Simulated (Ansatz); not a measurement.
# GeH(NMe2)3 (C6H19GeN3): the relaxed shape and its frontier levels

Aim: characterise GeH(NMe2)3 (C6H19GeN3) as a singlet: its structure, frontier levels and distribution of charge.

The runs use Ansatz 0.2.0, Gaussian basis; RKS PBE0-D4/def2-TZVP.

Plan: relaxation at PBE-D4/def2-SVP; a single point at PBE0-D4/def2-TZVP.

## (1) The system as given

29 atoms, charge 0, spin multiplicity 1.

Atoms are counted from 1 here; the program's logs count them from 0.

Bond lengths: Ge1–H2 1.527 Å, Ge1–N3 1.848 Å, Ge1–N12 1.846 Å, Ge1–N21 1.832 Å, N3–C4 1.445 Å, N3–C5 1.443 Å, C4–H6 1.099 Å, C4–H7 1.089 Å, C4–H8 1.095 Å, C5–H9 1.089 Å, C5–H10 1.095 Å, C5–H11 1.099 Å, N12–C13 1.446 Å, N12–C14 1.443 Å, C13–H15 1.095 Å, C13–H16 1.088 Å, C13–H17 1.098 Å, C14–H18 1.089 Å and more. Angles: H2–Ge1–N3 104.4°, H2–Ge1–N12 104.2°, H2–Ge1–N21 120.2°, N3–Ge1–N12 121.8°, N3–Ge1–N21 104.0°, N12–Ge1–N21 103.5°, Ge1–N3–C4 119.3°, Ge1–N3–C5 120.2°, C4–N3–C5 112.2°, N3–C4–H6 112.3°, N3–C4–H7 109.2°, N3–C4–H8 109.9°, H6–C4–H7 108.7°, H6–C4–H8 107.9°, H7–C4–H8 108.8°, N3–C5–H9 109.2°, N3–C5–H10 109.6°, N3–C5–H11 112.6° and more.

Geometry (Å):

```xyz
29

Ge   -0.0393   -0.1039    0.7186
H     0.0078   -0.1040    2.2451
N     1.7295   -0.2449    0.2038
C     2.0624   -0.1923   -1.2015
C     2.7730    0.3080    1.0336
H     2.2725    0.8310   -1.5412
H     1.2308   -0.5892   -1.7812
H     2.9515   -0.8009   -1.3967
H     2.4551    0.2820    2.0752
H     3.6822   -0.2928    0.9304
H     3.0189    1.3450    0.7675
N    -1.0595    1.3763    0.2980
C    -1.3621    1.6693   -1.0849
C    -0.9446    2.5744    1.0949
H    -2.3393    2.1582   -1.1552
H    -1.3928    0.7389   -1.6489
H    -0.6172    2.3347   -1.5418
H    -0.6787    2.3031    2.1160
H    -0.1846    3.2664    0.7071
H    -1.9045    3.1004    1.1107
N    -0.8708   -1.4671   -0.1785
C    -2.3125   -1.5885   -0.1204
C    -0.2280   -2.7586   -0.2998
H    -2.6869   -1.9960   -1.0646
H    -2.7498   -0.6062    0.0409
H    -2.6372   -2.2544    0.6886
H     0.8503   -2.6277   -0.2595
H    -0.5292   -3.4455    0.5006
H    -0.4972   -3.2157   -1.2569
```

The start is a GFN2-xTB geometry.

## (2) Optimising with PBE-D4/def2-SVP

Input file in.yaml:

```yaml
crystal:
  periodic: [false, false, false]
  atoms:
    - {symbol: Ge, position_ang: [-0.039270, -0.103890, 0.718630]}
    - {symbol: H, position_ang: [0.007830, -0.103950, 2.245090]}
    - {symbol: N, position_ang: [1.729470, -0.244900, 0.203830]}
    - {symbol: C, position_ang: [2.062430, -0.192340, -1.201510]}
    - {symbol: C, position_ang: [2.773000, 0.307960, 1.033620]}
    - {symbol: H, position_ang: [2.272520, 0.830990, -1.541230]}
    - {symbol: H, position_ang: [1.230800, -0.589200, -1.781150]}
    - {symbol: H, position_ang: [2.951480, -0.800890, -1.396680]}
    - {symbol: H, position_ang: [2.455120, 0.282020, 2.075200]}
    - {symbol: H, position_ang: [3.682250, -0.292820, 0.930390]}
    - {symbol: H, position_ang: [3.018900, 1.345030, 0.767550]}
    - {symbol: N, position_ang: [-1.059520, 1.376340, 0.298010]}
    - {symbol: C, position_ang: [-1.362080, 1.669260, -1.084910]}
    - {symbol: C, position_ang: [-0.944650, 2.574440, 1.094860]}
    - {symbol: H, position_ang: [-2.339260, 2.158210, -1.155170]}
    - {symbol: H, position_ang: [-1.392800, 0.738920, -1.648900]}
    - {symbol: H, position_ang: [-0.617210, 2.334670, -1.541770]}
    - {symbol: H, position_ang: [-0.678740, 2.303060, 2.115960]}
    - {symbol: H, position_ang: [-0.184580, 3.266390, 0.707060]}
    - {symbol: H, position_ang: [-1.904470, 3.100410, 1.110680]}
    - {symbol: N, position_ang: [-0.870800, -1.467080, -0.178530]}
    - {symbol: C, position_ang: [-2.312490, -1.588520, -0.120410]}
    - {symbol: C, position_ang: [-0.228000, -2.758590, -0.299770]}
    - {symbol: H, position_ang: [-2.686940, -1.995960, -1.064550]}
    - {symbol: H, position_ang: [-2.749770, -0.606210, 0.040880]}
    - {symbol: H, position_ang: [-2.637150, -2.254430, 0.688620]}
    - {symbol: H, position_ang: [0.850310, -2.627670, -0.259510]}
    - {symbol: H, position_ang: [-0.529180, -3.445550, 0.500580]}
    - {symbol: H, position_ang: [-0.497170, -3.215700, -1.256880]}
basis:
  gaussian: {orbitals: def2-SVP}
hamiltonian: {xc: pbe, dispersion: d4}
scf: {lower_state_search: "off"}
output: {orbitals: {seedname: orbitals}}
relax: {f_tol: 0.03, max_steps: 70}
```

Run with:

```sh
$ ansatz run in.yaml --threads 2 --pin off --events-out ev --progress --plain --max-ram 32768MiB --backend cuda --devices 0, --max-vram 18GiB
```

Further steps of the session: Single point, PBE0-D4/def2-TZVP.

**Question.** What will the summary of the whole plan be? Wanted: point group; commonest bond, hydrogen aside; HOMO, LUMO at PBE0-D4/def2-TZVP; dipole at PBE-D4/def2-SVP.

**Answer**, as computed:

| quantity | value |
| --- | --- |
| point group | Cs |
| commonest bond, hydrogen aside | C–N, 6 of mean length 1.448 Å |
| HOMO, LUMO at PBE0-D4/def2-TZVP | -5.77, 0.81 eV |
| dipole at PBE-D4/def2-SVP | 0.43 D |

The molecule keeps its bonding pattern by the stored test; the atoms moved 0.12 Å (rms). No usable vibrations, so a minimum isn't proven. The point group is read from a loosely relaxed geometry; soft torsions can leave it below the true symmetry.
